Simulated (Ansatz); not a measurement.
# C6H14O2Si: the cost of one run

The runs use Ansatz 0.2.0, Gaussian basis; the settings change from run to run.

**1. The geometry**

The structure was relaxed beforehand with PBE0-D4 in a triple-zeta def2 set.

SMILES `CC(C)O[Si]OC(C)C`, 23 atoms, charge 0, spin multiplicity 1.

Atoms are counted from 1 here; the program's logs count them from 0.

Bond lengths: C1–C2 1.514 Å, C1–H10 1.091 Å, C1–H11 1.092 Å, C1–H12 1.093 Å, C2–C3 1.515 Å, C2–O4 1.419 Å, C2–H13 1.097 Å, C3–H14 1.092 Å, C3–H15 1.093 Å, C3–H16 1.092 Å, O4–Si5 1.642 Å, Si5–O6 1.642 Å, O6–C7 1.419 Å, C7–C8 1.515 Å, C7–C9 1.514 Å, C7–H17 1.097 Å, C8–H18 1.093 Å, C8–H19 1.092 Å and more. Angles: C2–C1–H10 110.6°, C2–C1–H11 110.1°, C2–C1–H12 110.6°, H10–C1–H11 108.3°, H10–C1–H12 108.5°, H11–C1–H12 108.6°, C1–C2–C3 112.3°, C1–C2–O4 108.2°, C1–C2–H13 108.7°, C3–C2–O4 109.4°, C3–C2–H13 109.2°, O4–C2–H13 109.0°, C2–C3–H14 111.0°, C2–C3–H15 110.7°, C2–C3–H16 110.0°, H14–C3–H15 108.3°, H14–C3–H16 108.2°, H15–C3–H16 108.5° and more.

**2. wB97X/def2-mTZVPP**

Set apart from the defaults: charge +1, multiplicity 2.

The input, in.yaml:

```yaml
crystal:
  periodic: [false, false, false]
  atoms:
    - {symbol: C, position_ang: [0.574539, -2.342426, -1.978508]}
    - {symbol: C, position_ang: [-0.049285, -1.150094, -1.285230]}
    - {symbol: C, position_ang: [-1.563180, -1.188697, -1.326944]}
    - {symbol: O, position_ang: [0.411212, 0.027690, -1.928899]}
    - {symbol: Si, position_ang: [0.799236, 1.591707, -1.614796]}
    - {symbol: O, position_ang: [0.549970, 1.892737, -0.020245]}
    - {symbol: C, position_ang: [0.098471, 1.263223, 1.168620]}
    - {symbol: C, position_ang: [1.276277, 0.635880, 1.885785]}
    - {symbol: C, position_ang: [-0.602657, 2.302573, 2.016933]}
    - {symbol: H, position_ang: [1.663489, -2.281700, -1.940647]}
    - {symbol: H, position_ang: [0.268996, -2.369621, -3.027000]}
    - {symbol: H, position_ang: [0.261760, -3.273408, -1.499759]}
    - {symbol: H, position_ang: [0.282204, -1.138497, -0.239808]}
    - {symbol: H, position_ang: [-1.991470, -0.320181, -0.821413]}
    - {symbol: H, position_ang: [-1.939420, -2.090805, -0.838676]}
    - {symbol: H, position_ang: [-1.909004, -1.184737, -2.363233]}
    - {symbol: H, position_ang: [-0.622506, 0.479558, 0.905975]}
    - {symbol: H, position_ang: [0.950873, 0.147572, 2.807430]}
    - {symbol: H, position_ang: [1.766432, -0.110171, 1.256122]}
    - {symbol: H, position_ang: [2.011198, 1.403164, 2.140080]}
    - {symbol: H, position_ang: [0.092639, 3.102374, 2.282093]}
    - {symbol: H, position_ang: [-1.438813, 2.742754, 1.471021]}
    - {symbol: H, position_ang: [-0.985861, 1.854305, 2.936700]}
basis:
  gaussian: {orbitals: def2-mTZVPP}
total_charge: 1
magnetization: {spin_polarized: true, initial_magnetization: 1}
hamiltonian: {xc: {name: wB97X}}
```

Launch:

```sh
> ansatz run in.yaml --threads 4 --pin off --events-out ev --progress --plain --max-ram 66560MiB --backend cpu
```

What time and memory should one allow on 4 threads of AMD EPYC 7R13, shared host?

About 41 s, with a peak of 2 GiB.
